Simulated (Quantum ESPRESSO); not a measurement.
The system is Cu.

```
CELL_PARAMETERS angstrom
0.00000 1.80745 1.80745
1.80745 0.00000 1.80745
1.80745 1.80745 0.00000
ATOMIC_POSITIONS crystal
Cu 0.00000 0.00000 0.00000
```

Base run:

| Item | Value |
| --- | --- |
| Program | Quantum ESPRESSO 7.5 |
| Functional | PBE |
| Potentials or basis | SSSP 1.3 efficiency PBE |
| Cutoff | 748 eV |
| Density cutoff | 5987 eV |
| k mesh | 16 × 16 × 16 |
| Occupations | fermi-dirac, width 0.05 eV |
| Spin | no spin polarisation |

Its results: band gap on the k mesh none (metal or under the smearing width); pressure 1.4 GPa.

Problem. The run is repeated on the same cell with these changes: functional from PBE to PBEsol; potentials or basis from SSSP 1.3 efficiency PBE to GBRV 1.5 PBEsol; cutoff from 748 eV to 762 eV; density cutoff from 5987 eV to 6095 eV; valence electrons from 11 to 19. What comes out?

Solution. Band gap on the k mesh none (metal or under the smearing width); pressure -6.3 GPa.
